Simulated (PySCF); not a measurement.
# SnC: from the state search to spectroscopic constants

The task here is to estimate one member of a computed series from the others.

The runs use PySCF 2.14.0; Sn def2-TZVPP with ECP28, C def2-TZVPP, scalar-relativistic core potentials.

The first run:

A driver script around PySCF takes these settings:

```json
{
  "atoms": "Sn, C",
  "charge": "0",
  "basis": "Sn def2-TZVPP with ECP28, C def2-TZVPP",
  "Hamiltonian": "scalar-relativistic core potentials",
  "basis functions": "81",
  "electrons treated": "28",
  "masses in u": "119.9022, 12.0000",
  "levels": "PBE0, PBE, r²SCAN, M06-2X, TPSS, B2PLYP, M06-L, ωB97M-V, HF, MP2, SCS-MP2, CCSD, CCSD(T)",
  "grid": "80 radial by 434 angular points",
  "occupations": "held fixed by the projection of orbital angular momentum",
  "dissociation limit": "Sn + C, each in its ground configuration",
  "starting distance in angstrom": "2.060",
  "values of 2S to try": "0, 2, 4"
}
```

On the command line:

```sh
$ OMP_NUM_THREADS=1 python dia.py task.json out
```

Among the steps run: Input; First curve: PBE0; Higher solutions at PBE0; PBE (GGA); r²SCAN (meta-GGA); M06-2X; TPSS; B2PLYP (double hybrid); M06-L; ωB97M-V (range-separated hybrid); ROHF; Correlated methods on the Hartree–Fock reference.

One table of the session follows, with a row left open; its other results are not shown here.

```
       level  Re (Å)  ωe (cm⁻¹)  De (eV)
        ROHF   1.973        749     0.87
    ROHF-MP2   1.984        771     2.96
ROHF-SCS-MP2   1.989        758     2.74
   ROHF-CCSD   2.001        695     2.74
ROHF-CCSD(T)   2.013        679     3.08
         PBE   2.013        669     3.63
        TPSS   2.010        670     3.41
      r²SCAN   2.013        641     3.34
       M06-L   2.011        672     3.70
        PBE0       ?          ?        ?
      M06-2X   2.048        600     2.84
     ωB97M-V   2.008        634     2.97
      B2PLYP   1.993        643     2.97
```

Q: Estimate the row for PBE0 from the others.

**Answer.** Re (Å): 2.004; ωe (cm⁻¹): 648; De (eV): 3.18. In the column «Re (Å)» it lies between ROHF-CCSD (2.001) and ωB97M-V (2.008).

De is counted to Sn + C in their ground configurations.
